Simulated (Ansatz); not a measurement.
# MgI2: squeezing one contact

An exercise on one series of results from a longer session: the logs are not shown, and one member is left open.

The COD entry's cell or inner coordinates are ideal or old and differ from later refinements, so a difference from it is no clean test against experiment.

Program: Ansatz 0.2.0. Level of theory: DFT, r2SCAN, PAW with Ansatz's default frozen-core files, scalar-relativistic. These are calculated values, not measurements.

1 further run of the same task is left out (it didn't finish).

## Starting point

Symmetry: P-3m1, No. 164, trigonal system. The conventional cell has a = 4.140 Å, b = 4.140 Å, c = 6.880 Å, α = 90.00°, β = 90.00°, γ = 120.00°. Mg (site symmetry -3m) has 6 I at 2.94 Å as nearest neighbours. I (site symmetry 3m) is surrounded by 3 Mg at 2.94 Å.

Coordinates:

```cif
data_structure
_symmetry_space_group_name_H-M 'P 1'
_symmetry_Int_Tables_number 1
_cell_length_a 4.1400
_cell_length_b 4.1400
_cell_length_c 6.8800
_cell_angle_alpha 90.000
_cell_angle_beta 90.000
_cell_angle_gamma 120.000
_cell_volume 102.12
loop_
_atom_site_label
_atom_site_type_symbol
_atom_site_fract_x
_atom_site_fract_y
_atom_site_fract_z
_atom_site_occupancy
Mg1 Mg 0.00000 0.00000 0.00000 1
I1 I 0.33333 0.66667 0.25000 1
I2 I 0.66667 0.33333 0.75000 1
```

Atoms are numbered in the order of the input: Mg1, I2, I3.

Set-up of the first run:

Input file input.yaml:

```yaml
crystal:
  lattice:
    - [4.14, 0.0, 0.0]
    - [-2.07, 3.5853451717, 0.0]
    - [0.0, 0.0, 6.88]
  atoms:
    - { symbol: Mg, position: [0.0, 0.0, 0.0] }
    - { symbol: I, position: [0.3333333333, 0.6666666667, 0.25] }
    - { symbol: I, position: [0.6666666667, 0.3333333333, 0.75] }
kpoints:
  mp_grid: { grid: [7, 7, 4] }
scf:
  occupations: { method: fermi_dirac, width: 0.03 }
hamiltonian:
  xc: r2scan
  pseudopotentials: { kind: paw }
output:
  forces: true
  stress: true
  eigenvalues: true
  efg: { contact_densities: true }
  populations: true
```

Command:

```console
$ ansatz run input.yaml --threads 1 --pin off --max-ram 3072MiB --backend cpu --events-out ev --progress --plain --runs-dir out
```

Steps of the session up to this table: Shortest bond scaled by 1, PAW; Shortest bond scaled by 1.1, PAW; Shortest bond scaled by 0.94, PAW; Shortest bond scaled by 0.7, PAW; Shortest bond scaled by 0.58, PAW; Shortest bond scaled by 0.58, PAW (partial_waves polarizable).

One of the session's tables, all rows but one given; the rest of the session is left out.

```
                         method  length (Å)  F from the given length (eV/cell)  force along the bond (eV/Å)  pressure (GPa)  gap on the k mesh (eV)  largest force (eV/Å)
                            PAW       1.708                             10.720                       36.298           32.47                    2.46                36.332
                            PAW       2.061                                  ?                            ?               ?                       ?                     ?
                            PAW       2.768                              0.027                        0.438            0.70                    4.07                 0.587
                            PAW       2.945                              0.000                       -0.088            0.15                    4.12                 0.300
                            PAW       3.239                              0.102                       -0.564           -0.03                    3.66                 0.781
PAW (partial_waves polarizable)       1.708                                  –                       36.215           32.39                    2.46                36.249
```

Q: Estimate the row for PAW, 2.061 from the others.

The run gave: F from the given length (eV/cell): 2.913; force along the bond (eV/Å): 11.748; pressure (GPa): 12.46; gap on the k mesh (eV): 3.04; largest force (eV/Å): 11.855.

Caveats from the session: Warnings in the runs' records: gradients without spin orbit.
